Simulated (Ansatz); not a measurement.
# CsMg6Zn (Amm2) in Ansatz: reference runs

Reference runs on CsMg6Zn: the cell as given and a disturbed copy.

All numbers are computed with Ansatz 0.2.0; they aren't measurements. Logs are shortened: lines on timing, memory, paths and dates and some standing lists are left out, and cuts for length are marked.

## Step 1: Starting point

It takes space group Amm2 (No. 38, orthorhombic). Conventional cell: a = 5.226 Å, b = 5.953 Å, c = 18.392 Å, α = 90.00°, β = 90.00°, γ = 90.00°. Cs (site symmetry mm2) is surrounded by 2 Zn at 4.00 Å and 8 Mg at 4.25 to 4.39 Å. Around Zn (site symmetry mm2) lie 6 Mg at 2.81 to 3.01 Å. Mg (site symmetry mm2) has 8 Mg at 2.98 to 3.14 Å as nearest neighbours. Mg (site symmetry mm2) has 8 Mg at 2.98 to 3.31 Å as nearest neighbours. Mg (site symmetry m) is surrounded by 6 Mg at 2.90 to 3.31 Å and 2 Zn at 3.01 Å. Mg (site symmetry m) has 1 Zn at 2.81 Å and 6 Mg at 2.96 to 3.15 Å as nearest neighbours.

The cell comes from a database or a generator and needn't be the stable form of this composition.

## Step 2: Single point, PBE

The input, input.yaml:

```yaml
crystal:
  lattice:
    - [5.226205, 0.0, 0.0]
    - [0.0, 2.976435, 9.196142]
    - [0.0, -2.976435, 9.196142]
  atoms:
    - { symbol: Cs, position: [0.5, 0.709086, 0.709086] }
    - { symbol: Zn, position: [0.5, 0.063677, 0.063677] }
    - { symbol: Mg, position: [0.0, 0.891028, 0.891028] }
    - { symbol: Mg, position: [0.0, 0.38303, 0.38303] }
    - { symbol: Mg, position: [0.0, 0.28633, 0.799019] }
    - { symbol: Mg, position: [0.0, 0.799019, 0.28633] }
    - { symbol: Mg, position: [0.5, 0.182389, 0.685438] }
    - { symbol: Mg, position: [0.5, 0.685438, 0.182389] }
hamiltonian:
  xc: pbe
  pseudopotentials: { kind: paw }
kpoints:
  mp_grid: { grid: [5, 5, 5] }
scf:
  occupations: { method: fermi_dirac, width: 0.05 }
output:
  forces: true
  stress: true
  eigenvalues: true
```

Potentials or basis: Ansatz PAW.

Launch:

```console
$ ansatz run input.yaml --threads 4 --pin off --max-ram 10240MiB --backend cpu --events-out ev --progress --plain --runs-dir out
```

What it wrote:

```text
Warning: RAYON_NUM_THREADS=4 ignored (pool sized by the plan → 4); use --threads N
Engine: ansatz 0.2.0, x86_64-unknown-linux-gnu
Pseudopotentials: kind: paw
Pseudopotential: Cs, paw, valence charge 9, recommended cutoff 420 eV (normal), Cs.paw.azcp
Pseudopotential: Zn, paw, valence charge 12, recommended cutoff 420 eV (normal), Zn.paw.azcp
Pseudopotential: Mg, paw, valence charge 10, recommended cutoff 420 eV (normal), Mg.paw.azcp
Functional definition: PBE
  parameter kappa = 0.804
  parameter beta = 0.06672455060314922
  exchange = pbe_x(kappa = kappa, mu = beta*pi^2/3)
  correlation = pbe_c(beta = beta)
Crystal: 8 atoms, lattice volume = 286.100 Å³
Basis set: ecut = 420 eV, 5595 PW (Γ), exchange–correlation on 72×144×144 points (8 copies of the dense FFT grid, shifted against one another)
Bands: 49, of which v1, the nominal top of the filled ones, is band 41 counted from 1 (40 counted from 0)
Symmetry: 4 space group operations
Space group: Amm2 (ITA 38), of the structure as read, at distance tolerance 6.6e-5 Å
k-points: 27 of 125 (time reversal used)
Non-local potential: Cs, projectors of the file, l = 0: 3, l = 1: 2, l = 2: 2, l = 3: 2
Non-local potential: Zn, projectors of the file, l = 0: 2, l = 1: 2, l = 2: 3, l = 3: 1
Non-local potential: Mg, projectors of the file, l = 0: 3, l = 1: 2, l = 2: 1
PAW form: soft (Blöchl's): semilocal exchange-correlation on the pseudo side does not see the compensation charge
PAW one-centre angular grid: Cs, 194 points (default); XC on 64 Gauss nodes
PAW one-centre angular grid: Zn, 590 points (default); XC on 64 Gauss nodes
PAW one-centre angular grid: Mg, 110 points (default); XC on 64 Gauss nodes
Initial density: superposition of atomic densities (neutral atoms: chi_scale 0, normalization atom), corrected by the library's trained network
Initial wavefunctions: pseudopotential atomic-orbital guess
Functional: x = pbe(κ = 0.804, μ = 0.2195149727645171), c = pbe(β = 0.06672455060314922)
SCF iter   1: F=—  HF=-20531.107337 eV  |F-HF|=—  |Δ(HF+E_count)|=         —  Δρ=1.82e-3  dr2=6.33e-2  ethr=1.77e-3  ⟨swp⟩=12.3  Hψ=6664  notcnv=0  defer=3
preconditioner: auto → LDOS  [metal: Δε(μ)=0.009 eV  Ē_g=7.146 eV  σ=0.050 eV  W_gap=0.05  n_scr=46 (ndim 8)  ℏωp=12.2 eV  f_vac=0.124  D(μ)=7.48/eV (n_scr^D=46)  β→1.0]
SCF iter   2: F=—  HF=-20531.098041 eV  |F-HF|=—  |Δ(HF+E_count)|=   9.30e-3  Δρ=1.11e-3  dr2=5.88e-3  ethr=7.81e-5  ⟨swp⟩=2.5  Hψ=1836  notcnv=0  defer=38
SCF iter   3: F=—  HF=-20531.100503 eV  |F-HF|=—  |Δ(HF+E_count)|=   2.46e-3  Δρ=1.83e-3  dr2=6.58e-3  ethr=7.26e-6  ⟨swp⟩=2.0  Hψ=1903  notcnv=0  defer=38
SCF iter   4: F=—  HF=-20531.098018 eV  |F-HF|=—  |Δ(HF+E_count)|=   2.48e-3  Δρ=7.41e-4  dr2=1.24e-3  ethr=7.26e-6  ⟨swp⟩=2.1  Hψ=1971  notcnv=0  defer=36
SCF iter   5: F=—  HF=-20531.097552 eV  |F-HF|=—  |Δ(HF+E_count)|=   4.66e-4  Δρ=1.11e-4  dr2=5.27e-5  ethr=1.53e-6  ⟨swp⟩=2.0  Hψ=1594  notcnv=0  defer=36
SCF iter   6: F=—  HF=-20531.097636 eV  |F-HF|=—  |Δ(HF+E_count)|=   8.43e-5  Δρ=3.02e-5  dr2=6.50e-6  ethr=6.51e-8  ⟨swp⟩=2.0  Hψ=1726  notcnv=0  defer=36
SCF iter   7: F=—  HF=-20531.097636 eV  |F-HF|=—  |Δ(HF+E_count)|=   3.07e-7  Δρ=9.96e-6  dr2=6.90e-7  ethr=8.02e-9  ⟨swp⟩=2.0  Hψ=1712  notcnv=0  defer=36
SCF iter   8: F=-20531.097636 eV  HF=-20531.097636 eV  |F-HF|=3.37e-8  |Δ(HF+E_count)|=   3.41e-8  Δρ=3.36e-6  dr2=7.92e-8  ethr=1.23e-10  ⟨swp⟩=10.2  Hψ=5436  notcnv=0
SCF 1 converged in 8 iterations: F = -20531.097636 eV  dr2 = 7.92e-8
SCF converged after 8 iterations
Free energy (F): -20531.097636 eV
Harris-Foulkes:  -20531.097636 eV  (|F-HF|=3.37e-8)
Internal energy: -20531.041037 eV  (E = F + TS)
E sigma→0 (E₀):  -20531.069337 eV
Entropy (-TS):   -0.056599 eV (-7.075 meV/atom)
Fermi energy:    3.592067 eV
--- Per-component energies (eV) ---
  E_band       = -2371.387645
  E_kinetic    = 718.131672
  E_local      = -15803.536952  (includes V_loc(G=0)·N_el)
  E_nonlocal   = 1215.663188
  E_hartree    = 6237.293512
  E_xc         = -478.447444
  E_vxc        = -393.422104  (∫ρ·V_xc dr)
  E_paw        = -8646.817777  (= ΣΔE_a)
  E_vpaw       = -582.816330  (= ΣTr[D̂ρ^β])
  E_aug_tail   = -0.000385  (compensation charges beyond the density's cutoff)
  E_ewald      = -3773.326852
  E_smearing   = -0.056599  (= −TS)
  E_closure    = 0.000000  (closes the sum)
  Σ components = -20531.097636   (vs F -20531.097636, Δ=0.00e0)
--- Forces (eV/Å), atoms counted from 1 ---
  atom   1  Cs     0.00000000     0.00000000     0.02699579
  atom   2  Zn     0.00000000     0.00000000    -0.00119687
  atom   3  Mg     0.00000000     0.00000000    -0.08253895
  atom   4  Mg     0.00000000     0.00000000     0.00092637
  atom   5  Mg     0.00000000     0.13726512     0.05129708
  atom   6  Mg     0.00000000    -0.13726512     0.05129708
  atom   7  Mg     0.00000000     0.20273424    -0.02337581
  atom   8  Mg     0.00000000    -0.20273424    -0.02337581
  max |Σ_I F_I| component: 2.89e-5 eV/Å
--- Stress (GPa, compression-positive) ---
       -0.977701       0.000000       0.000000
        0.000000       0.679371       0.000000
        0.000000       0.000000       0.101102
  P = ⅓ Tr σ = -0.0657 GPa (-0.657 kbar)
--- Band table (eV; the first three rows and the last of 27) ---
  k-point 0: bands = ["-72.5242", "-72.4999", "-72.4972", "-72.4063", "-72.4037", "-72.3335", "-39.3066", "-39.2714", "-39.2701", "-39.2662", "-39.2651", "-39.2612", "-39.2497", "-39.2462", "-39.2298", "-39.1832", "-39.1729", "-39.1649", "-39.1540", "-39.1495", "-39.1359", "-39.1019", "-39.0863", "-39.0724", "-19.1752", "-6.0081", "-5.9939", "-5.9896", "-3.4256", "-3.4139", "-3.3775", "-3.3749", "-3.3600", "-2.7010", "-0.4191", "1.6734", "1.7256", "2.1020", "2.6006", "2.9284", "3.8250", "3.8872", "4.4979", "5.2906", "5.5898", "6.1704", "6.2349", "6.5255", "6.5997"]
  k-point 1: bands = ["-72.5242", "-72.4997", "-72.4974", "-72.4061", "-72.4039", "-72.3336", "-39.3066", "-39.2714", "-39.2692", "-39.2662", "-39.2626", "-39.2608", "-39.2494", "-39.2465", "-39.2330", "-39.1815", "-39.1735", "-39.1630", "-39.1537", "-39.1497", "-39.1391", "-39.1019", "-39.0863", "-39.0730", "-19.1750", "-6.0211", "-5.9913", "-5.9888", "-3.4249", "-3.4162", "-3.3780", "-3.3742", "-3.3600", "-2.5477", "-0.4639", "0.5073", "2.2039", "2.4737", "2.7366", "3.1043", "3.6002", "4.5670", "4.8092", "5.0900", "5.2724", "5.3518", "5.9319", "6.2840", "6.8121"]
  k-point 2: bands = ["-72.5242", "-72.4992", "-72.4980", "-72.4054", "-72.4046", "-72.3336", "-39.3065", "-39.2714", "-39.2683", "-39.2663", "-39.2604", "-39.2552", "-39.2487", "-39.2472", "-39.2407", "-39.1780", "-39.1751", "-39.1568", "-39.1532", "-39.1503", "-39.1472", "-39.1019", "-39.0863", "-39.0739", "-19.1746", "-6.0414", "-5.9876", "-5.9872", "-3.4236", "-3.4197", "-3.3789", "-3.3731", "-3.3600", "-2.1756", "-0.9361", "0.2276", "1.5106", "2.9743", "3.0967", "3.5206", "4.0593", "4.1324", "4.6291", "5.1158", "5.1648", "5.4819", "5.8931", "6.3323", "6.5130"]
  k-point 26: bands = ["-72.5242", "-72.4997", "-72.4974", "-72.4061", "-72.4039", "-72.3336", "-39.3066", "-39.2712", "-39.2692", "-39.2663", "-39.2626", "-39.2609", "-39.2494", "-39.2465", "-39.2330", "-39.1819", "-39.1734", "-39.1627", "-39.1529", "-39.1500", "-39.1391", "-39.1017", "-39.0873", "-39.0726", "-19.1714", "-6.0986", "-6.0091", "-5.9735", "-3.4144", "-3.4126", "-3.3883", "-3.3728", "-3.3548", "-1.6688", "-0.6444", "0.4655", "1.2382", "1.4596", "2.3679", "3.2386", "3.5932", "3.9578", "4.5954", "4.9141", "5.3824", "5.5200", "5.8201", "6.3543", "6.6608"]
```

Run time: 4.5 s. Hardware: 4 threads of Intel Xeon 6975P-C (Granite Rapids), shared host; peak memory 0.9 GiB.

What came out:

| Quantity | Value |
| --- | --- |
| Free energy | -20531.0976 eV |
| Pressure | -0.1 GPa |
| Largest force | 0.204 eV/Å |
| Band gap on the k mesh | none (metal or under the smearing width) |

Forces on the atoms (eV/Å):
```
Cs   0.000  0.000  0.027
Zn   0.000  0.000 -0.001
Mg   0.000  0.000 -0.083
Mg   0.000  0.000  0.001
Mg   0.000  0.137  0.051
Mg   0.000 -0.137  0.051
Mg   0.000  0.203 -0.023
Mg   0.000 -0.203 -0.023
```

## Step 3: Single point, PBE (atoms moved at random, drawn with an rms of 0.05 Å)

The input, input.yaml:

```yaml
crystal:
  lattice:
    - [5.226205, 0.0, 0.0]
    - [0.0, 2.976435, 9.196142]
    - [0.0, -2.976435, 9.196142]
  atoms:
    - { symbol: Cs, position: [0.504838, 0.7091, 0.714452] }
    - { symbol: Zn, position: [0.508632, 0.060375, 0.069727] }
    - { symbol: Mg, position: [-0.004613, 0.892722, 0.885251] }
    - { symbol: Mg, position: [-0.002838, 0.38231, 0.390752] }
    - { symbol: Mg, position: [-0.002196, 0.290616, 0.796163] }
    - { symbol: Mg, position: [0.005093, 0.793206, 0.288595] }
    - { symbol: Mg, position: [0.507054, 0.176489, 0.688373] }
    - { symbol: Mg, position: [0.497898, 0.683163, 0.177224] }
hamiltonian:
  xc: pbe
  pseudopotentials: { kind: paw }
kpoints:
  mp_grid: { grid: [5, 5, 5] }
scf:
  occupations: { method: fermi_dirac, width: 0.05 }
output:
  forces: true
  stress: true
  eigenvalues: true
```

Potentials or basis: Ansatz PAW.

Launch:

```console
$ ansatz run input.yaml --threads 4 --pin off --max-ram 10240MiB --backend cpu --events-out ev --progress --plain --runs-dir out
```

What it wrote:

```text
Warning: RAYON_NUM_THREADS=4 ignored (pool sized by the plan → 4); use --threads N
[... 76 lines left out ...]
  k-point 1: bands = ["-72.5151", "-72.5034", "-72.4862", "-72.4118", "-72.4049", "-72.3281", "-39.2840", "-39.2738", "-39.2722", "-39.2665", "-39.2650", "-39.2539", "-39.2422", "-39.2334", "-39.2249", "-39.1855", "-39.1765", "-39.1676", "-39.1575", "-39.1505", "-39.1412", "-39.0986", "-39.0783", "-39.0678", "-19.1778", "-6.0243", "-5.9984", "-5.9915", "-3.4061", "-3.3976", "-3.3656", "-3.3611", "-3.3440", "-2.5205", "-0.4620", "0.4785", "2.1944", "2.4703", "2.7547", "3.0970", "3.6247", "4.5695", "4.8052", "5.0791", "5.2852", "5.3214", "5.8983", "6.2768", "6.8311"]
  k-point 2: bands = ["-72.5150", "-72.5034", "-72.4862", "-72.4116", "-72.4050", "-72.3282", "-39.2837", "-39.2727", "-39.2678", "-39.2663", "-39.2636", "-39.2541", "-39.2495", "-39.2334", "-39.2238", "-39.1839", "-39.1765", "-39.1618", "-39.1575", "-39.1506", "-39.1486", "-39.0986", "-39.0783", "-39.0690", "-19.1775", "-6.0443", "-5.9946", "-5.9902", "-3.4050", "-3.4007", "-3.3664", "-3.3600", "-3.3440", "-2.1323", "-0.9513", "0.1965", "1.5005", "2.9675", "3.1297", "3.5430", "4.0757", "4.1195", "4.6130", "5.0788", "5.1815", "5.4688", "5.8815", "6.3174", "6.5227"]
  k-point 62: bands = ["-72.5151", "-72.5033", "-72.4862", "-72.4118", "-72.4048", "-72.3282", "-39.2843", "-39.2767", "-39.2722", "-39.2666", "-39.2651", "-39.2539", "-39.2391", "-39.2331", "-39.2260", "-39.1870", "-39.1766", "-39.1688", "-39.1573", "-39.1502", "-39.1381", "-39.0985", "-39.0793", "-39.0668", "-19.1744", "-6.1031", "-6.0008", "-5.9820", "-3.3958", "-3.3938", "-3.3736", "-3.3577", "-3.3424", "-1.7977", "-0.7521", "0.4484", "1.4001", "2.4535", "2.6274", "3.1744", "3.5573", "3.5663", "4.1673", "4.8932", "5.0350", "5.6956", "6.0255", "6.1654", "6.6461"]
```

It took 9.6 s on 4 threads of Intel Xeon 6975P-C (Granite Rapids), shared host; peak memory 1.1 GiB.

What came out:

- Free energy: -20531.0772 eV
- Pressure: -0.1 GPa
- Largest force: 0.318 eV/Å
- Band gap on the k mesh: none (metal or under the smearing width)

Forces on the atoms (eV/Å):
```
Cs  -0.014  0.008 -0.041
Zn  -0.046  0.007 -0.091
Mg   0.105 -0.156 -0.028
Mg   0.064  0.139 -0.088
Mg   0.066 -0.036  0.056
Mg   0.005  0.014  0.091
Mg  -0.167  0.266  0.051
Mg  -0.014 -0.241  0.050
```
